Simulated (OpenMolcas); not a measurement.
# Sm²⁺ among point charges: CASSCF levels and susceptibility

Aim: the splitting of the states of Sm²⁺ in the field of 4 point charges, its lowest levels with spin-orbit coupling and its magnetic susceptibility.

The numbers are computed with OpenMolcas 26.06 (state-averaged CASSCF, spin-orbit coupling by RASSI with atomic mean-field integrals), except any that are marked as measured or tabulated.

### Step 1. What is computed

- Species: Sm²⁺ (samarium, Z = 62, 60 electrons)
- Basis: ANO-RCC-VDZP [7s6p4d2f1g], 68 functions
- Scalar Hamiltonian: DKH2, point nucleus
- Inactive shells: 1s 2s 2p 3s 3p 3d 4s 4p 4d 5s 5p
- Active space: 6 electrons in 7 orbitals (4f)
- Some configurations of this space: 4f6
- Orbitals: optimised for the highest spin of each parity, averaged over all roots

The outer shells:

4f6
```
4f [↑ ][↑ ][↑ ][↑ ][↑ ][↑ ][  ]
```

The ion sits among 4 point charges of -0.5 e arranged as a tetrahedron (Td), 2.72 Å from the ion.

Each step is its own input file, run in one work folder so that later steps find the files of earlier ones. Labels, J, g values, rates, χT and fits are worked out afterwards by a script from the matrices that RASSI stores.

### Step 2. Basis and integrals

The input, a.inp:

```
&GATEWAY
Coord
1

Sm 0.0 0.0 0.0
Basis=ANO-RCC-VDZP
Group=NoSym
NoMove
AngMom=0.0 0.0 0.0
AMFI
XField
4 Angstrom 0
1.570393 1.570393 1.570393 -0.500000
1.570393 -1.570393 -1.570393 -0.500000
-1.570393 1.570393 -1.570393 -0.500000
-1.570393 -1.570393 1.570393 -0.500000
&SEWARD
```

### Step 3. CASSCF: septets, 7 roots

The input, a.inp:

```
&RASSCF
FileOrb=start.orb
Symmetry=1
Spin=7
nActEl=6 0 0
Inactive=27
Ras2=7
CIRoot=7 7 1
SDav=7
CIMx=300
Iter=120 100
PrWF=0.3
OrbListing=Nothing
MaxOrb=0
>>> COPY $Project.JobIph JOB001
```

start.orb holds the contracted functions of the basis, ordered by shell, or the orbitals of the step before.

### Step 4. CASSCF: quintets, 140 roots

The input, a.inp:

```
&RASSCF
FileOrb=start.orb
Symmetry=1
Spin=5
nActEl=6 0 0
Inactive=27
Ras2=7
CIRoot=140 140 1
SDav=140
CIMx=300
Iter=120 100
PrWF=0.3
OrbListing=Nothing
MaxOrb=0
CIOnly
>>> COPY $Project.JobIph JOB002
```

### Step 5. Reference wave functions, triplets, 162 roots

The input, a.inp:

```
&RASSCF
FileOrb=start.orb
Symmetry=1
Spin=3
nActEl=6 0 0
Inactive=27
Ras2=7
CIRoot=162 162 1
SDav=588
CIMx=300
Iter=120 100
PrWF=0.3
OrbListing=Nothing
MaxOrb=0
CIOnly
>>> COPY $Project.JobIph JOB003
```

### Step 6. CASSCF: singlets, 162 roots

The input, a.inp:

```
&RASSCF
FileOrb=start.orb
Symmetry=1
Spin=1
nActEl=6 0 0
Inactive=27
Ras2=7
CIRoot=162 162 1
SDav=490
CIMx=300
Iter=120 100
PrWF=0.3
OrbListing=Nothing
MaxOrb=0
CIOnly
>>> COPY $Project.JobIph JOB004
```

### Step 7. RASSI: spin-orbit coupling between the states

The input, a.inp:

```
&RASSI
NrOfJobIphs=3 7 86 75
1 2 3 4 5 6 7
1 2 3 4 5 6 7 8 9 10 11 12 13 14 15 16 17 18 19 20 21 22 23 24 25 26 27
28 29 30 31 32 33 34 35 36 37 38 39 40 41 42 43 44 45 46 47 48 49 50 51
52 53 54 55 56 57 58 59 60 61 62 63 64 65 66 67 68 69 70 71 72 73 74 75
76 77 78 79 80 81 82 83 84 85 86
1 2 3 4 5 6 7 8 9 10 11 12 13 14 15 16 17 18 19 20 21 22 23 24 25 26 27
28 29 30 31 32 33 34 35 36 37 38 39 40 41 42 43 44 45 46 47 48 49 50 51
52 53 54 55 56 57 58 59 60 61 62 63 64 65 66 67 68 69 70 71 72 73 74 75
IphNames
JOB001
JOB002
JOB003
EJob
SpinOrbit
DIPRint=1.0
SOCoupling=1000.0
Subsets=2
Property=9
'ANGMOM' 1 'ANGMOM' 2 'ANGMOM' 3 'MLTPL  1' 1 'MLTPL  1' 2 'MLTPL  1' 3
'AMFI' 1 'AMFI' 2 'AMFI' 3
SOProperty=3
'ANGMOM' 1 'ANGMOM' 2 'ANGMOM' 3
```

Before running it: what results should come out? Wanted: spin-free ground state; first state of the same spin within the active space; lowest level; next level.

**Answer**, as computed:

| quantity | value |
| --- | --- |
| method | CASSCF |
| spin-free ground state | 7A2, 1-fold in its orbital part |
| first state of the same spin within the active space | 7T2 at 51.8 cm⁻¹ |
| lowest level | 1-fold A1 |
| next level | 279.0 cm⁻¹ |
| χT at 300 K | 1.51 cm³ K/mol |
| effective moment at 300 K | 3.47 μB |

In words: The spin-free ground state (7A2) comes to 100 % from free-ion F terms and keeps the highest spin of the shell. The quintets, triplets, singlets rest on orbitals optimised for another spin in at least one step, which raises them against the optimised states. Not all states of the active space went into the spin-orbit step. High states of lower spin are left out of the spin-orbit mixing, and CASSCF puts spin-flip levels too high. This is an electrostatic model: the charges have no orbitals.
